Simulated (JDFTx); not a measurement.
# PGaH6 in JDFTx: single point with PBE+D3(BJ)

Aim: the single point of PGaH6 with PBE+D3(BJ).

Everything below comes from runs of JDFTx 1.7.0 (patched build). Logs are shortened: lines on timing, memory, paths and dates and some standing lists are left out, and cuts for length are marked. The log counts tension as positive stress, the text compression.

## 1. The structure

The cell holds a molecule in a box, 8 atoms: a = 14.000 Å, b = 12.000 Å, c = 13.000 Å, α = 90.00°, β = 90.00°, γ = 90.00°.

## 2. Single point, PBE+D3(BJ)

File GaPH6.in:

```
lattice \
   14.0000000000     0.0000000000     0.0000000000 \
    0.0000000000    12.0000000000     0.0000000000 \
    0.0000000000     0.0000000000    13.0000000000
latt-scale 1.889726124626 1.889726124626 1.889726124626
coords-type Lattice
ion P      0.4543250000     0.5036958300     0.4322423100 1
ion Ga     0.5450607100     0.4988958300     0.5997807700 1
ion H      0.3537607100     0.5100708300     0.4343500000 1
ion H      0.4633178600     0.4138375000     0.3630115400 1
ion H      0.4715678600     0.5912541700     0.3623192300 1
ion H      0.5087464300     0.6145625000     0.6418961500 1
ion H      0.6480964300     0.4921458300     0.5512961500 1
ion H      0.4982535700     0.3889375000     0.6429115400 1

ion-species pseudo/P.upf
ion-species pseudo/Ga.upf
ion-species pseudo/H.upf
elec-cutoff 40
elec-ex-corr gga-PBE
van-der-waals D3BJ
kpoint-folding 1 1 1
elec-n-bands 12
electronic-minimize nIterations 100 energyDiffThreshold 1e-07
coulomb-interaction Isolated
coulomb-truncation-embed 0.500929 0.501750 0.502615
core-overlap-check none
forces-output-coords Cartesian

dump-name run.$VAR
dump End Ecomponents EigStats BandEigs Kpoints Forces Dipole
```

Potentials or basis: PseudoDojo-SR-PBE-0.5-standard with smoothed tails.

Run with:

```bash
> jdftx -c 1 -i GaPH6.in -o GaPH6.out
```

The program printed:

```text
*************** JDFTx 1.7.0 (patched build) ***************

Input parsed successfully to the following command list (including defaults):
[... the input with its defaults ...]

---------- Setting up symmetries ----------

Found 8 point-group symmetries of the bravais lattice
Found 1 space-group symmetries with basis
Applied RMS atom displacement 0 bohrs to make symmetries exact.

---------- Initializing the Grid ----------
R =
[      26.4562            0            0  ]
[            0      22.6767            0  ]
[            0            0      24.5664  ]
unit cell volume = 14738.4
G =
[   0.237494          0          0  ]
[          0   0.277077          0  ]
[          0          0   0.255763  ]
Minimum fftbox size, Smin = [  152  132  140  ]
Chosen fftbox size, S = [  160  140  140  ]

---------- Exchange Correlation functional ----------
Initalized PBE GGA exchange.
Initalized PBE GGA correlation.

---------- Setting up pseudopotentials ----------
Width of ionic core gaussian charges (only for fluid interactions / plotting) set to 0

Reading pseudopotential file 'pseudo/P.upf':
  'P' pseudopotential, 'PBE' functional
  Generated using ONCVPSP code by D. R. Hamann
  5 valence electrons, 2 orbitals, 6 projectors, 1001 radial grid points, with lMax = 2
    3S    l: 0   occupation:  2.0   eigenvalue: -0.513364
    3P    l: 1   occupation:  3.0   eigenvalue: -0.202372
  Core radius for overlap checks: 1.66 bohrs.

Reading pseudopotential file 'pseudo/Ga.upf':
  'Ga' pseudopotential, 'PBE' functional
  Generated using ONCVPSP code by D. R. Hamann
  13 valence electrons, 3 orbitals, 6 projectors, 1001 radial grid points, with lMax = 2
    3D    l: 2   occupation: 10.0   eigenvalue: -0.703915
    4S    l: 0   occupation:  2.0   eigenvalue: -0.328859
    4P    l: 1   occupation:  1.0   eigenvalue: -0.094784
  Core radius for overlap checks: 1.84 bohrs.

Reading pseudopotential file 'pseudo/H.upf':
  'H' pseudopotential, 'PBE' functional
  Generated using ONCVPSP code by D. R. Hamann
  1 valence electrons, 1 orbitals, 3 projectors, 1001 radial grid points, with lMax = 1
    1S    l: 0   occupation:  1.0   eigenvalue: -0.238602
  Core radius for overlap checks: 0.96 bohrs.

Initialized 3 species with 8 total atoms.

Folded 1 k-points by 1x1x1 to 1 k-points.

---------- Setting up k-points, bands, fillings ----------
No reducable k-points.
Computing the number of bands and number of electrons
Calculating initial fillings.
nElectrons:  24.000000   nBands: 12   nStates: 1

----- Setting up reduced wavefunction bases (one per k-point) -----
average nbasis = 178179.000 , ideal nbasis = 178087.411

---------- Setting up coulomb interaction ----------
Setting up double-sized grid for truncated Coulomb potentials:
R =
[      52.9123            0            0  ]
[            0      45.3534            0  ]
[            0            0      49.1329  ]
unit cell volume = 117907
G =
[   0.118747          0          0  ]
[          0   0.138538          0  ]
[          0          0   0.127881  ]
Chosen fftbox size, S = [  320  280  280  ]
Integer grid location selected as the embedding center:
   Grid: [  80  70  70  ]
   Lattice: [  0.500929  0.50175  0.502615  ]
   Cartesian: [  13.2527  11.378  12.3475  ]
Constructing Wigner-Seitz cell: 6 faces (6 quadrilaterals, 0 hexagons)
Range-separation parameter for embedded mesh potentials due to point charges: 0.528466 bohrs.
Constructing Wigner-Seitz cell: 6 faces (6 quadrilaterals, 0 hexagons)
Gaussian width for range separation: 2.38943 bohrs.
FFT grid for long-range part: [ 320 280 280 ].
Planning fourier transform ... Done.
Computing truncated long-range part in real space ... Done.
Adding short-range part in reciprocal space ... Done.

Initializing DFT-D3(BJ) calculator:
	Parameters set for gga-PBE functional
	s6:  1.000  s8:  0.787
	a1:  0.429  a2:  4.441
	Per-atom parameters loaded for:
	 P:  sqrtQ[a0]:  4.297  Rcov[a0]:  2.079  CN: [ 0.00 0.99 2.01 2.99 ]
	Ga:  sqrtQ[a0]:  6.121  Rcov[a0]:  2.116  CN: [ 0.00 0.96 1.93 2.92 ]
	 H:  sqrtQ[a0]:  2.007  Rcov[a0]:  0.605  CN: [ 0.91 0.00 ]

Computing DFT-D3 correction:
# coordination-number P 3.935
# coordination-number Ga 3.855
# coordination-number H 0.997 0.997 0.997 0.972 0.972 0.972
# diagonal-C6 P 151.69
# diagonal-C6 Ga 172.32
# diagonal-C6 H 3.09 3.09 3.09 3.10 3.10 3.10
EvdW_6 =   -0.003156
EvdW_8 =   -0.001741

---------- Allocating electronic variables ----------
Initializing wave functions:  linear combination of atomic orbitals
P pseudo-atom occupations:   s ( 2 )  p ( 3 )
Ga pseudo-atom occupations:   s ( 2 )  p ( 1 )  d ( 10 )
H pseudo-atom occupations:   s ( 1 )
	FillingsUpdate:  mu: -0.130434510  nElectrons: 24.000000
LCAOMinimize: Iter:   0  Etot: -76.9034280034461801  |grad|_K:  1.441e-02  alpha:  1.000e+00
	FillingsUpdate:  mu: -0.100000000  nElectrons: 24.000000
LCAOMinimize: Iter:   1  Etot: -76.9282618504820590  |grad|_K:  1.965e-03  alpha:  5.850e-01  linmin: -2.775e-02  cgtest:  6.283e-02
	FillingsUpdate:  mu: -0.100000000  nElectrons: 24.000000
LCAOMinimize: Iter:   2  Etot: -76.9287229524752547  |grad|_K:  2.197e-04  alpha:  5.938e-01  linmin: -1.683e-02  cgtest:  4.680e-03
	FillingsUpdate:  mu: -0.100000000  nElectrons: 24.000000
LCAOMinimize: Iter:   3  Etot: -76.9287300089478236  |grad|_K:  4.102e-05  alpha:  7.275e-01  linmin: -1.627e-03  cgtest: -1.803e-02
LCAOMinimize: None of the convergence criteria satisfied after 3 iterations.

Computing DFT-D3 correction:
# coordination-number P 3.935
# coordination-number Ga 3.855
# coordination-number H 0.997 0.997 0.997 0.972 0.972 0.972
# diagonal-C6 P 151.69
# diagonal-C6 Ga 172.32
# diagonal-C6 H 3.09 3.09 3.09 3.10 3.10 3.10
EvdW_6 =   -0.003156
EvdW_8 =   -0.001741

-------- Electronic minimization -----------
ElecMinimize: Iter:   0  Etot: -76.928730008947824  |grad|_K:  4.006e-04  alpha:  1.000e+00
ElecMinimize: Iter:   1  Etot: -77.091734103951751  |grad|_K:  3.355e-04  alpha:  4.766e-01  linmin: -9.824e-03
ElecMinimize: Iter:   2  Etot: -77.169338145143826  |grad|_K:  1.661e-04  alpha:  3.198e-01  linmin: -1.192e-03
ElecMinimize: Iter:   3  Etot: -77.192278995825632  |grad|_K:  1.004e-04  alpha:  3.886e-01  linmin: -9.025e-04
ElecMinimize: Iter:   4  Etot: -77.200581466931609  |grad|_K:  7.580e-05  alpha:  3.850e-01  linmin: -1.592e-04
ElecMinimize: Iter:   5  Etot: -77.204247191946294  |grad|_K:  5.230e-05  alpha:  2.984e-01  linmin: -5.805e-05
ElecMinimize: Iter:   6  Etot: -77.206221234675013  |grad|_K:  3.402e-05  alpha:  3.376e-01  linmin: -1.805e-04
ElecMinimize: Iter:   7  Etot: -77.207181632829247  |grad|_K:  2.214e-05  alpha:  3.879e-01  linmin: -2.203e-04
ElecMinimize: Iter:   8  Etot: -77.207631830228422  |grad|_K:  1.513e-05  alpha:  4.296e-01  linmin: -9.518e-05
ElecMinimize: Iter:   9  Etot: -77.207835234891505  |grad|_K:  1.066e-05  alpha:  4.157e-01  linmin:  1.124e-07
ElecMinimize: Iter:  10  Etot: -77.207932589748012  |grad|_K:  7.427e-06  alpha:  4.006e-01  linmin:  2.304e-05
ElecMinimize: Iter:  11  Etot: -77.207984822514305  |grad|_K:  5.212e-06  alpha:  4.429e-01  linmin:  4.466e-05
ElecMinimize: Iter:  12  Etot: -77.208011583576109  |grad|_K:  3.820e-06  alpha:  4.608e-01  linmin:  3.435e-05
ElecMinimize: Iter:  13  Etot: -77.208024982363639  |grad|_K:  2.902e-06  alpha:  4.295e-01  linmin:  1.630e-05
ElecMinimize: Iter:  14  Etot: -77.208031718851714  |grad|_K:  2.099e-06  alpha:  3.742e-01  linmin:  8.377e-06
ElecMinimize: Iter:  15  Etot: -77.208035541498219  |grad|_K:  1.511e-06  alpha:  4.060e-01  linmin:  6.880e-06
ElecMinimize: Iter:  16  Etot: -77.208037311753571  |grad|_K:  1.187e-06  alpha:  3.629e-01  linmin:  3.761e-06
ElecMinimize: Iter:  17  Etot: -77.208038278660666  |grad|_K:  8.384e-07  alpha:  3.210e-01  linmin: -3.936e-06
ElecMinimize: Iter:  18  Etot: -77.208038858729111  |grad|_K:  5.777e-07  alpha:  3.860e-01  linmin:  1.609e-05
ElecMinimize: Iter:  19  Etot: -77.208039149480101  |grad|_K:  4.259e-07  alpha:  4.074e-01  linmin: -5.142e-05
ElecMinimize: Iter:  20  Etot: -77.208039299067480  |grad|_K:  2.946e-07  alpha:  3.858e-01  linmin:  9.837e-07
ElecMinimize: Iter:  21  Etot: -77.208039380832389  |grad|_K:  2.048e-07  alpha:  4.405e-01  linmin:  2.040e-04
ElecMinimize: Iter:  22  Etot: -77.208039420444166  |grad|_K:  1.474e-07  alpha:  4.418e-01  linmin:  1.942e-04
ElecMinimize: Converged (|Delta Etot|<1.000000e-07 for 2 iters).
Setting wave functions to eigenvectors of Hamiltonian

Computing DFT-D3 correction:
# coordination-number P 3.935
# coordination-number Ga 3.855
# coordination-number H 0.997 0.997 0.997 0.972 0.972 0.972
# diagonal-C6 P 151.69
# diagonal-C6 Ga 172.32
# diagonal-C6 H 3.09 3.09 3.09 3.10 3.10 3.10
EvdW_6 =   -0.003156
EvdW_8 =   -0.001741

# Ionic positions in lattice coordinates:
ion P   0.454325000000000   0.503695830000000   0.432242310000000 1
ion Ga   0.545060710000000   0.498895830000000   0.599780770000000 1
ion H   0.353760710000000   0.510070830000000   0.434350000000000 1
ion H   0.463317860000000   0.413837500000000   0.363011540000000 1
ion H   0.471567860000000   0.591254170000000   0.362319230000000 1
ion H   0.508746430000000   0.614562500000000   0.641896150000000 1
ion H   0.648096430000000   0.492145830000000   0.551296150000000 1
ion H   0.498253570000000   0.388937500000000   0.642911540000000 1

# Forces in Cartesian coordinates:
force P   0.003720261363801  -0.000146477205342   0.006483692365202 1
force Ga   0.000604226086350  -0.000061580564686   0.001076796997337 1
force H  -0.003556958239056   0.000188658097313  -0.000743295113653 1
force H  -0.000173725411957  -0.002374217453215  -0.002779429347226 1
force H   0.000070897349791   0.002353889993096  -0.002821517960433 1
force H   0.000465633457825  -0.001604841647233  -0.000839898986994 1
force H  -0.001767788922404   0.000090250957929   0.000545085157852 1
force H   0.000660369795842   0.001542422460710  -0.000841260013585 1

# Energy components:
   Eewald =       43.4546315760132629
       EH =      111.7309853854251571
     Eloc =     -247.7419755334288141
      Enl =      -37.6372970539906220
     EvdW =       -0.0048970406736392
      Exc =      -24.9990618607607509
 Exc_core =        9.6684061595901589
       KE =       68.3211689473810821
-------------------------------------
     Etot =      -77.2080394204441660

IonicMinimize: Iter:   0  Etot: -77.208039420444166  |grad|_K:  2.121e-03
IonicMinimize: None of the convergence criteria satisfied after 0 iterations.

#--- Lowdin population analysis ---
# oxidation-state P +0.365
# oxidation-state Ga +0.176
# oxidation-state H +0.052 +0.052 +0.052 -0.126 -0.126 -0.126

Dumping 'run.eigStats' ...
	eMin: -0.673339 at state 0 ( [ +0.000000 +0.000000 +0.000000 ] spin 0 )
	HOMO: -0.245784 at state 0 ( [ +0.000000 +0.000000 +0.000000 ] spin 0 )
	mu  : unavailable
	LUMO: unavailable
	eMax: -0.245784 at state 0 ( [ +0.000000 +0.000000 +0.000000 ] spin 0 )
	HOMO-LUMO gap: unavailable
	Optical gap  : unavailable
Done!
[note: without smearing the FillingsUpdate lines are those of the first guess, not of the final state]
```

Wall time 4.1 min (1 thread of Arm Neoverse V2, shared host); peak memory 1.4 GiB.

Results:

```yaml
Free_energy: -2100.9378 eV
Largest_force: 0.384 eV/Å
Loewdin_charges: P +0.36; Ga +0.18; H +0.05, -0.13 e
```

Forces in eV/Å, atoms in the order of the input:
```
P    0.191 -0.008  0.333
Ga   0.031 -0.003  0.055
H   -0.183  0.010 -0.038
H   -0.009 -0.122 -0.143
H    0.004  0.121 -0.145
H    0.024 -0.083 -0.043
H   -0.091  0.005  0.028
H    0.034  0.079 -0.043
```

Caveat: forces may be off by hundredths of an eV/Å.
